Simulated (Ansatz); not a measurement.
# Alloy of InAs and AlAs (24 of 32 In sites exchanged), 64 atoms, part 2 of 2

Ansatz 0.2.0, PAW. Earlier steps stand in the parts before.

**3. HSE06 single point**

Input file in.yaml:

```yaml
crystal:
  lattice:
    - [11.547007, 0.000000, 0.000000]
    - [0.000000, 11.547007, 0.000000]
    - [0.000000, 0.000000, 11.547007]
  atoms:
    - { symbol: Al, position: [0.999381, 0.001376, 0.998454] }
    - { symbol: Al, position: [0.999683, 0.006613, 0.502065] }
    - { symbol: Al, position: [0.998889, 0.496498, 0.997949] }
    - { symbol: Al, position: [0.499052, 0.002407, 0.002139] }
    - { symbol: Al, position: [0.500174, 0.005500, 0.497581] }
    - { symbol: Al, position: [0.500270, 0.496910, 0.002117] }
    - { symbol: Al, position: [0.249207, 0.247168, 0.001187] }
    - { symbol: Al, position: [0.249201, 0.244242, 0.497381] }
    - { symbol: Al, position: [0.249068, 0.751517, 0.002437] }
    - { symbol: Al, position: [0.748941, 0.247855, 0.998271] }
    - { symbol: Al, position: [0.749475, 0.243679, 0.501006] }
    - { symbol: Al, position: [0.750377, 0.751576, 0.998647] }
    - { symbol: Al, position: [0.251314, 0.004235, 0.247586] }
    - { symbol: Al, position: [0.247840, 0.004092, 0.752460] }
    - { symbol: Al, position: [0.250882, 0.494723, 0.243618] }
    - { symbol: Al, position: [0.747055, 0.003296, 0.247759] }
    - { symbol: Al, position: [0.752054, 0.005086, 0.752369] }
    - { symbol: Al, position: [0.751356, 0.495220, 0.756099] }
    - { symbol: Al, position: [0.000801, 0.245147, 0.247570] }
    - { symbol: Al, position: [0.997496, 0.246001, 0.751297] }
    - { symbol: Al, position: [0.998351, 0.753800, 0.757019] }
    - { symbol: Al, position: [0.497522, 0.245756, 0.247155] }
    - { symbol: Al, position: [0.500867, 0.245595, 0.751658] }
    - { symbol: Al, position: [0.497202, 0.753083, 0.243810] }
    - { symbol: In, position: [0.001910, 0.493065, 0.503182] }
    - { symbol: In, position: [0.499901, 0.495083, 0.498342] }
    - { symbol: In, position: [0.252529, 0.755816, 0.499142] }
    - { symbol: In, position: [0.751012, 0.758495, 0.503072] }
    - { symbol: In, position: [0.249747, 0.496754, 0.756682] }
    - { symbol: In, position: [0.748105, 0.496705, 0.244316] }
    - { symbol: In, position: [0.003755, 0.754707, 0.244670] }
    - { symbol: In, position: [0.503945, 0.755391, 0.757242] }
    - { symbol: As, position: [0.125187, 0.122926, 0.123432] }
    - { symbol: As, position: [0.124441, 0.127155, 0.626493] }
    - { symbol: As, position: [0.129553, 0.616797, 0.116740] }
    - { symbol: As, position: [0.120081, 0.632699, 0.633422] }
    - { symbol: As, position: [0.623986, 0.126636, 0.123769] }
    - { symbol: As, position: [0.625503, 0.123095, 0.626212] }
    - { symbol: As, position: [0.618869, 0.631703, 0.116807] }
    - { symbol: As, position: [0.631555, 0.618590, 0.632727] }
    - { symbol: As, position: [0.376255, 0.371157, 0.123137] }
    - { symbol: As, position: [0.372414, 0.359666, 0.625644] }
    - { symbol: As, position: [0.372546, 0.878193, 0.123876] }
    - { symbol: As, position: [0.378220, 0.890885, 0.627958] }
    - { symbol: As, position: [0.880648, 0.365952, 0.117541] }
    - { symbol: As, position: [0.867224, 0.364884, 0.632069] }
    - { symbol: As, position: [0.868039, 0.882814, 0.118001] }
    - { symbol: As, position: [0.883359, 0.886207, 0.634770] }
    - { symbol: As, position: [0.374897, 0.124930, 0.373020] }
    - { symbol: As, position: [0.374794, 0.124951, 0.877037] }
    - { symbol: As, position: [0.373955, 0.623707, 0.360405] }
    - { symbol: As, position: [0.376517, 0.626204, 0.889640] }
    - { symbol: As, position: [0.874310, 0.124305, 0.374271] }
    - { symbol: As, position: [0.875330, 0.125604, 0.876415] }
    - { symbol: As, position: [0.875773, 0.625182, 0.374113] }
    - { symbol: As, position: [0.874709, 0.624471, 0.877215] }
    - { symbol: As, position: [0.131426, 0.366032, 0.367164] }
    - { symbol: As, position: [0.117259, 0.364505, 0.881022] }
    - { symbol: As, position: [0.125116, 0.892316, 0.374748] }
    - { symbol: As, position: [0.126244, 0.876604, 0.877678] }
    - { symbol: As, position: [0.625193, 0.358005, 0.372182] }
    - { symbol: As, position: [0.623276, 0.372942, 0.876717] }
    - { symbol: As, position: [0.616773, 0.881837, 0.367585] }
    - { symbol: As, position: [0.634252, 0.887211, 0.884120] }
  symmetry: { detect: false }
kpoints:
  mp_grid: { grid: [1, 1, 1], shift: [0.25, 0.25, 0.25] }
hamiltonian:
  xc: hse06
scf:
  occupations: { method: fermi_dirac, width: 0.01 }
output:
  forces: true
  eigenvalues: true
  populations: true
  eigenstates: { kpoints: [[0.25, 0.25, 0.25]], e_range: [-6.0, 6.0], localisation: true }
```

Command:

```sh
$ ansatz run in.yaml --threads 4 --pin off --max-ram 61750MiB --runs-dir r --events-out ev --progress --plain --backend cuda --devices 0, --max-vram 37GiB
```

The log of the run:

```text
Pseudopotentials: kind: paw
Functional definition: HSE06
  parameter a = 0.25
  parameter omega = 0.11/bohr
  exchange = pbe_x - a*pbe_x_sr(omega) + a*exact_x_sr(omega)
  correlation = pbe_c
Crystal: 64 atoms, lattice volume = 1539.601 Å³
Basis set: ecut = 420 eV, 30095 PW (Γ), exchange–correlation on 160×160×160 points (8 copies of the dense FFT grid, shifted against one another)
Bands: 394, of which v1, the nominal top of the filled ones, is band 328 counted from 1 (327 counted from 0)
Symmetry: 1 space group operations
k-points: 1
Non-local potential: Al, projectors of the file, l = 0: 2, l = 1: 2, l = 2: 1
Non-local potential: In, projectors of the file, l = 0: 2, l = 1: 2, l = 2: 2, l = 3: 2
Non-local potential: As, projectors of the file, l = 0: 2, l = 1: 2, l = 2: 3, l = 3: 1
PAW form: soft (Blöchl's): semilocal exchange-correlation on the pseudo side does not see the compensation charge
PAW frozen core: Al, regenerated for the run's functional, and the local potential with it (the file was generated under x = pbe(κ = 0.804, μ = 0.2195149727645171), c = pbe(β = 0.06672455060314922))
PAW frozen core: In, regenerated for the run's functional, and the local potential with it (the file was generated under x = pbe(κ = 0.804, μ = 0.2195149727645171), c = pbe(β = 0.06672455060314922))
PAW frozen core: As, regenerated for the run's functional, and the local potential with it (the file was generated under x = pbe(κ = 0.804, μ = 0.2195149727645171), c = pbe(β = 0.06672455060314922))
PAW one-centre angular grid: Al, 110 points (default); XC on 64 Gauss nodes
PAW one-centre angular grid: In, 590 points (default); XC on 64 Gauss nodes
PAW one-centre angular grid: As, 590 points (default); XC on 64 Gauss nodes
Initial density: superposition of atomic densities (neutral atoms: chi_scale 0, normalization atom), corrected by the library's trained network
Initial wavefunctions: pseudopotential atomic-orbital guess
Functional: x = pbe(κ = 0.804, μ = 0.2195149727645171), c = pbe(β = 0.06672455060314922), warm-up for x = pbe(κ = 0.804, μ = 0.2195149727645171) + 0.25 (exact − pbe) at short range (hse, ω = 0.20786987370883472 Å⁻¹), c = pbe(β = 0.06672455060314922); HSE06 as pw.x's `hse` composes it (authors' and Libxc's form: `xc: wpbeh`)
SCF iter   1: F=—  HF=-213105.235114 eV  |F-HF|=—  |Δ(HF+E_count)|=         —  Δρ=2.41e-3  dr2=1.60e-1  ethr=1.77e-3  ⟨swp⟩=13.0  Hψ=1748  notcnv=0
preconditioner: auto → none  [insulator: Δε(μ)=1.898 eV  Ē_g=10.520 eV  σ=0.010 eV  W_gap=1.00  n_scr=340 (ndim 8)  ℏωp=17.3 eV  f_vac=0.022  D(μ)=0.00/eV (n_scr^D=0)]
SCF iter   2: F=—  HF=-213105.207388 eV  |F-HF|=—  |Δ(HF+E_count)|=   2.77e-2  Δρ=9.89e-4  dr2=2.90e-2  ethr=2.45e-5  ⟨swp⟩=10.0  Hψ=1258  notcnv=0  defer=25
SCF iter   3: F=—  HF=-213105.208275 eV  |F-HF|=—  |Δ(HF+E_count)|=   8.87e-4  Δρ=5.59e-4  dr2=1.85e-2  ethr=4.42e-6  ⟨swp⟩=9.0  Hψ=1351  notcnv=0  defer=13
SCF iter   4: F=—  HF=-213105.206377 eV  |F-HF|=—  |Δ(HF+E_count)|=   1.90e-3  Δρ=2.85e-4  dr2=4.83e-3  ethr=2.83e-6  ⟨swp⟩=9.0  Hψ=1158  notcnv=0  defer=26
SCF iter   5: F=—  HF=-213105.206047 eV  |F-HF|=—  |Δ(HF+E_count)|=   3.30e-4  Δρ=1.39e-4  dr2=1.01e-3  ethr=7.36e-7  ⟨swp⟩=7.0  Hψ=1050  notcnv=0  defer=27
iter 6 solved again at ethr=1.09e-8 eV; its pass at ethr=1.55e-7 eV (dr2=7.18e-5 eV) is discarded
SCF iter   6: F=-213105.205949 eV  HF=-213105.205950 eV  |F-HF|=1.74e-7  |Δ(HF+E_count)|=   9.76e-5  Δρ=5.97e-5  dr2=5.99e-5  ethr=1.09e-8  ⟨swp⟩=6.0  Hψ=1781  notcnv=0  defer=5
eigensolver tolerance schedule: the retry pair's looser diagonalisation over-reported the residual by 0.20 of it (diagonalisation noise at 0.22 of the residual, at the tolerance the schedule requests for it); recorded, not acted on — ethr = c·dr2/N_el stays at c = 1.0e-1
SCF 1 stopped early in 6 iterations: F = -213105.205949 eV  dr2 = 5.99e-5
Initial density: handed on by an earlier stage of this run
Initial wavefunctions: those handed on with the density
Functional: x = pbe(κ = 0.804, μ = 0.2195149727645171) + 0.25 (exact − pbe) at short range (hse, ω = 0.20786987370883472 Å⁻¹), c = pbe(β = 0.06672455060314922); HSE06 as pw.x's `hse` composes it (authors' and Libxc's form: `xc: wpbeh`)
Exchange kernel: α = 0.2500, screened, ω = 0.2079 Å⁻¹, Wigner–Seitz truncation, v(0) = 966.3986 eV·Å³, q-mesh 1×1×1, nearest image of the exchange supercell L = 11.55 Å, pair-density grid 54×54×54, without the augmentation charges, whose exchange is taken in its separable form (sized by the pseudopotential files, 80×80×80 at the most)
Frozen-core exchange: fock
SCF iter   1: F=—  HF=-213188.576250 eV  |F-HF|=—  |Δ(HF+E_count)|=         —  Δρ=4.80e-3  dr2=2.18e-1  ethr=9.13e-8  ⟨swp⟩=17.0  Hψ=2536  notcnv=0
preconditioner: auto → none  [insulator: Δε(μ)=2.570 eV  Ē_g=12.036 eV  σ=0.010 eV  W_gap=1.00  n_scr=340 (ndim 8)  ℏωp=17.3 eV  f_vac=0.018  D(μ)=0.00/eV (n_scr^D=0)]
SCF iter   2: F=—  HF=-213188.326694 eV  |F-HF|=—  |Δ(HF+E_count)|=   2.50e-1  Δρ=2.07e-3  dr2=4.82e-2  ethr=9.13e-8  ⟨swp⟩=5.0  Hψ=1762  notcnv=0
SCF iter   3: F=—  HF=-213188.320653 eV  |F-HF|=—  |Δ(HF+E_count)|=   6.04e-3  Δρ=8.94e-4  dr2=1.93e-2  ethr=9.13e-8  ⟨swp⟩=4.0  Hψ=1408  notcnv=0
SCF iter   4: F=—  HF=-213188.492626 eV  |F-HF|=—  |Δ(HF+E_count)|=   1.72e-1  Δρ=6.72e-4  dr2=9.03e-3  ethr=9.13e-8  ⟨swp⟩=6.0  Hψ=1775  notcnv=0
SCF iter   5: F=—  HF=-213188.493739 eV  |F-HF|=—  |Δ(HF+E_count)|=   1.11e-3  Δρ=2.94e-4  dr2=1.90e-2  ethr=9.13e-8  ⟨swp⟩=5.0  Hψ=1615  notcnv=0
SCF iter   6: F=—  HF=-213188.490051 eV  |F-HF|=—  |Δ(HF+E_count)|=   3.69e-3  Δρ=6.31e-5  dr2=5.53e-4  ethr=9.13e-8  ⟨swp⟩=7.0  Hψ=1352  notcnv=0
SCF iter   7: F=—  HF=-213188.492854 eV  |F-HF|=—  |Δ(HF+E_count)|=   2.80e-3  Δρ=9.54e-5  dr2=1.95e-4  ethr=3.76e-8  ⟨swp⟩=6.0  Hψ=1304  notcnv=0
SCF iter   8: F=-213188.492800 eV  HF=-213188.492806 eV  |F-HF|=5.81e-6  |Δ(HF+E_count)|=   4.73e-5  Δρ=1.60e-5  dr2=1.64e-5  ethr=2.84e-8  ⟨swp⟩=3.0  Hψ=786  notcnv=0
SCF 2 stopped early in 8 iterations: F = -213188.492800 eV  dr2 = 1.64e-5
  Residual-converged pass: ⟨swp⟩=4.0  Hψ=1182  notcnv=0  max |occ|·‖R‖ = 6.1e-6 eV (tolerance 6.7e-6 eV)  dr2=1.66e-5  dr2_onsite=5.57e-7  max |Δocc| = 0.0e0
[... from here the SCF cycle lines were not kept, up to the last twenty ...]
hybrid outer 1: dexx = +1.955e-1 eV, tail = 8.07e-4 eV
SCF iter   1: F=—  HF=-213188.497609 eV  |F-HF|=—  |Δ(HF+E_count)|=         —  Δρ=4.26e-5  dr2=1.80e-5  ethr=6.15e-7  ⟨swp⟩=10.0  Hψ=957  notcnv=0
preconditioner: auto → none  [insulator: Δε(μ)=2.576 eV  Ē_g=12.022 eV  σ=0.010 eV  W_gap=1.00  n_scr=340 (ndim 8)  ℏωp=17.3 eV  f_vac=0.019  D(μ)=0.00/eV (n_scr^D=0)]
SCF iter   2: F=—  HF=-213188.497630 eV  |F-HF|=—  |Δ(HF+E_count)|=   2.14e-5  Δρ=1.56e-5  dr2=8.74e-6  ethr=2.54e-9  ⟨swp⟩=4.0  Hψ=1416  notcnv=0
SCF iter   3: F=—  HF=-213188.497628 eV  |F-HF|=—  |Δ(HF+E_count)|=   2.42e-6  Δρ=8.24e-6  dr2=2.96e-6  ethr=1.12e-9  ⟨swp⟩=3.0  Hψ=801  notcnv=0
SCF iter   4: F=—  HF=-213188.497639 eV  |F-HF|=—  |Δ(HF+E_count)|=   1.11e-5  Δρ=7.87e-6  dr2=1.10e-6  ethr=2.28e-10  ⟨swp⟩=7.0  Hψ=1456  notcnv=0  defer=3
SCF iter   5: F=—  HF=-213188.497639 eV  |F-HF|=—  |Δ(HF+E_count)|=   2.13e-7  Δρ=1.61e-6  dr2=1.42e-7  ethr=1.56e-10  ⟨swp⟩=5.0  Hψ=798  notcnv=0
SCF iter   6: F=—  HF=-213188.497639 eV  |F-HF|=—  |Δ(HF+E_count)|=   2.04e-7  Δρ=9.09e-7  dr2=4.16e-8  ethr=1.68e-11  ⟨swp⟩=7.0  Hψ=1136  notcnv=0  defer=23
SCF iter   7: F=-213188.497639 eV  HF=-213188.497639 eV  |F-HF|=7.28e-9  |Δ(HF+E_count)|=   1.68e-8  Δρ=4.13e-7  dr2=7.66e-9  ethr=5.67e-12  ⟨swp⟩=7.0  Hψ=962  notcnv=0  defer=6
SCF 3 converged in 7 iterations: F = -213188.497639 eV  dr2 = 7.66e-9
  Residual-converged pass: ⟨swp⟩=3.0  Hψ=777  notcnv=0  max |occ|·‖R‖ = 2.5e-6 eV (tolerance 2.5e-6 eV)  dr2=8.00e-9  dr2_onsite=5.21e-9  max |Δocc| = 0.0e0
hybrid outer 2: dexx = +1.375e-5 eV, tail = 2.41e-7 eV, Δε = 2.36e-3 eV (about 6.72e-5 eV left of the loop's levels), ΔF = 3.71e-3 eV/Å (tail 4.77e-4)
NSCF: frozen V_eff on 1 k-points
hybrid SCF converged: 2 outer / 15 inner (+6 warm-up), last move |dexx| = 1.37e-5 eV, tail = 2.41e-7 eV
Stability not checked: this state was not tested for a lower state beside it, because the functional holds exact exchange (a hybrid, or Hartree-Fock), whose exchange loop this test does not read (fock_operator; see scf.lower_state_search)
Free energy (F): -213188.497640 eV
Harris-Foulkes:  -213188.497640 eV  (|F-HF|=7.28e-9)
Internal energy: -213188.497640 eV  (E = F + TS)
E sigma→0 (E₀):  -213188.497640 eV
Fermi energy:    7.484328 eV
--- Per-component energies (eV) ---
  E_band       = -10573.330574
  E_kinetic    = 5789.585046
  E_local      = -79745.376603  (includes V_loc(G=0)·N_el)
  E_nonlocal   = -18293.415615
  E_hartree    = 41238.364862
  E_xc         = -4194.997164
  E_vxc        = -3244.094759  (∫ρ·V_xc dr)
  E_exx        = -2306.710940  (= α·E_x^exact, valence–valence)
  E_paw        = -101953.135569  (= ΣΔE_a)
  E_vpaw       = 7056.651670  (= ΣTr[D̂ρ^β])
  E_aug_tail   = 0.000434  (compensation charges beyond the density's cutoff)
  E_ewald      = -53701.497758
  E_core_change = -21.314327  (= ΣΔE_core)
  E_smearing   = -0.000000  (= −TS)
  E_closure    = -0.000006  (closes the sum)
  Σ components = -213188.497640   (vs F -213188.497640, Δ=-2.91e-11)
--- Forces (eV/Å), atoms counted from 1 ---
  atom   1  Al    -0.00668703     0.00831940     0.00549550
  atom   2  Al     0.02278723    -0.00255269     0.00259982
  atom   3  Al     0.01452948    -0.02112411    -0.00034713
  atom   4  Al     0.01460876     0.00713562    -0.00242703
  atom   5  Al    -0.00642920     0.00820569     0.00675706
  atom   6  Al    -0.01217134     0.01937341    -0.00390895
  atom   7  Al    -0.00722350     0.00171342    -0.00718090
  atom   8  Al     0.01171184    -0.01149948     0.00035113
  atom   9  Al     0.01420664    -0.01080453     0.00008781
  atom  10  Al     0.01314561    -0.00718863     0.00148265
  atom  11  Al    -0.01903993     0.00769046    -0.00291570
  atom  12  Al    -0.01344254     0.02505582     0.00741278
  atom  13  Al    -0.00618654     0.00017388     0.01470887
  atom  14  Al     0.01551559     0.00755501    -0.00134640
  atom  15  Al     0.00425020    -0.00337590    -0.01767912
  atom  16  Al    -0.00102062     0.00237891    -0.01356917
  atom  17  Al     0.01085612     0.00504582     0.02067508
  atom  18  Al    -0.00302009     0.00126590    -0.01762021
  atom  19  Al     0.00070782    -0.00686648    -0.02208529
  atom  20  Al    -0.00420296     0.00201971     0.01712943
  atom  21  Al     0.01334172     0.00800912    -0.00615818
  atom  22  Al     0.01128226    -0.00210586     0.00974778
  atom  23  Al    -0.00803128    -0.00586371    -0.00717286
  atom  24  Al    -0.00453743     0.00522017    -0.01620565
  atom  25  In    -0.02760793     0.00388762    -0.00433534
  atom  26  In     0.00750233    -0.02332043    -0.00926220
  atom  27  In    -0.01160037     0.01147909    -0.00498694
  atom  28  In     0.00520971    -0.01444342    -0.00472533
  atom  29  In    -0.00996770    -0.00790239     0.00663821
  atom  30  In    -0.00868272    -0.00735278     0.00266177
  atom  31  In    -0.01316062    -0.00476352     0.00249657
  atom  32  In     0.00418412     0.00357044     0.00839482
  atom  33  As     0.00266753    -0.00089897     0.00739124
  atom  34  As    -0.01401541    -0.00000049    -0.00647851
  atom  35  As     0.01561172     0.00272555    -0.00218390
  atom  36  As     0.00516252     0.00022221     0.00605022
  atom  37  As    -0.01194729     0.00065098    -0.00085707
  atom  38  As     0.00695956    -0.00096368    -0.00654920
  atom  39  As     0.00841666     0.01449347     0.00195514
  atom  40  As    -0.01079529    -0.00931676     0.02189854
  atom  41  As     0.00441921    -0.00299086     0.00414340
  atom  42  As     0.00508058     0.00333371     0.00627839
  atom  43  As    -0.00168648    -0.00376503     0.00723121
  atom  44  As    -0.00653963    -0.00051411    -0.01889785
  atom  45  As     0.01848938    -0.00154622    -0.00800947
  atom  46  As     0.00624550    -0.01030059     0.02904113
  atom  47  As    -0.00060096     0.00546280    -0.00351754
  atom  48  As    -0.01389143    -0.00072957    -0.00274859
  atom  49  As     0.00125409     0.00286159    -0.00662006
  atom  50  As    -0.00541142    -0.00229412     0.00487289
  atom  51  As     0.00270320     0.01191700     0.01051349
  atom  52  As    -0.00912976    -0.01295733    -0.00330084
  atom  53  As     0.00023702    -0.00159500     0.00339662
  atom  54  As    -0.00694458    -0.00589004    -0.01243641
  atom  55  As     0.00300300     0.01250221    -0.01075230
  atom  56  As    -0.00145495     0.00018467     0.00026698
  atom  57  As     0.02403669     0.00952880     0.00459512
  atom  58  As    -0.01574574    -0.00269059     0.02252970
  atom  59  As    -0.01518657     0.02943119    -0.02015431
  atom  60  As    -0.01115306    -0.01344361    -0.00193226
  atom  61  As     0.01968571    -0.02609322     0.01597765
  atom  62  As     0.00118562     0.00561694     0.00421317
  atom  63  As    -0.00257717     0.00996090     0.00430058
  atom  64  As     0.00084439    -0.01193079    -0.01509793
  max |Σ_I F_I| component: 2.50e-4 eV/Å
--- Band table (eV) ---
  k-point 0: bands = [... 316 lower levels ..., "5.2962", "5.3385", "5.3567", "5.4268", "5.4597", "5.4729", "5.5255", "5.7062", "5.8019", "5.8815", "6.1339", "6.1967", "8.7727", "8.8033", "8.8073", "8.9525", "9.3175", "9.3512", "9.3928", "9.4371", "9.6053", "9.6244", "9.6595", "9.7503", ... 54 higher levels ...]
--- Löwdin populations: 64 sites ---
  site symbol       q [e]
     0     Al      2.5767
     1     Al      2.5762
     2     Al      2.5760
     3     Al      2.5757
     4     Al      2.5754
     5     Al      2.5741
     6     Al      2.5773
     7     Al      2.5758
     8     Al      2.5753
     9     Al      2.5774
    10     Al      2.5768
    11     Al      2.5727
    12     Al      2.5810
    13     Al      2.5724
    14     Al      2.5755
    15     Al      2.5736
    16     Al      2.5797
    17     Al      2.5757
    18     Al      2.5744
    19     Al      2.5804
    20     Al      2.5748
    21     Al      2.5809
    22     Al      2.5732
    23     Al      2.5741
    24     In     12.6642
    25     In     12.6637
    26     In     12.6629
    27     In     12.6645
    28     In     12.6697
    29     In     12.6704
    30     In     12.6705
    31     In     12.6691
    32     As     15.3662
    33     As     15.3673
    34     As     15.3512
    35     As     15.3150
    36     As     15.3659
    37     As     15.3680
    38     As     15.3510
    39     As     15.3158
    40     As     15.3672
    41     As     15.3347
    42     As     15.3674
    43     As     15.3316
    44     As     15.3501
    45     As     15.3519
    46     As     15.3513
    47     As     15.3484
    48     As     15.3715
    49     As     15.3612
    50     As     15.3304
    51     As     15.3345
    52     As     15.3632
    53     As     15.3704
    54     As     15.3005
    55     As     15.3644
    56     As     15.3462
    57     As     15.3559
    58     As     15.3373
    59     As     15.3621
    60     As     15.3392
    61     As     15.3630
    62     As     15.3474
    63     As     15.3527
  spilling = 0.002495 (of n_electrons = 656.000000)
```

It took 64 s on 1 × NVIDIA H100 80GB HBM3 with 4 threads of AMD EPYC 7R13, shared host; peak host memory 4.2 GiB.

Top filled level 6.197 eV, lowest empty level 8.773 eV: 2.58 eV apart at the single k point (¼, ¼, ¼).

Frontier states and how far they spread:

```tsv
level (eV)	spin	filling	atoms sharing it	main element	its share	largest atom
-0.39	both	2.00	40.1	As	0.72	–
-0.32	both	2.00	39.9	As	0.73	–
-0.06	both	2.00	44.9	As	0.74	–
0.00	both	2.00	33.3	As	0.75	–
2.58	both	0.00	54.6	Al	0.53	–
2.61	both	0.00	57.6	Al	0.50	–
2.61	both	0.00	58.0	Al	0.50	–
2.76	both	0.00	56.3	As	0.43	–
```

The largest force by HSE06 is only 0.04 eV/Å (on As59), so the positions lie close to this level's own in this cell.

**4. Outcome**

What follows sums up all 2 parts. Changes of volume or cell count from the first structure of part 1.

```
             level        time  top filled to lowest empty (eV)
PBEsol, relaxation  15 s (GPU)                             1.80
             HSE06  64 s (GPU)                             2.58
```

```
     quantity                                                                         value
   relaxation                                              5 recorded steps, 2.46 eV gained
largest shift                                                                 0.22 Å (As48)
 relaxed cell  a = 11.547 Å, b = 11.547 Å, c = 11.547 Å, α = 90.00°, β = 90.00°, γ = 90.00°
   mean bonds                                                    Al–As 2.469, As–In 2.600 Å
```

**In words.** The relaxation lowers the energy by 2.46 eV; the largest shift is 0.22 Å (As48), while the volume changes by -0.2 %. The mean lengths of the listed bonds run from Al–As 2.47 Å to As–In 2.60 Å. At the same k points, PBEsol gives a spacing 0.77 eV smaller than the 2.58 eV of HSE06. Spin–orbit coupling is left out, which matters for the band edges of the heavier elements here. With one k point the spacing samples only the states that fold onto it, so it can exceed the gap over the zone.
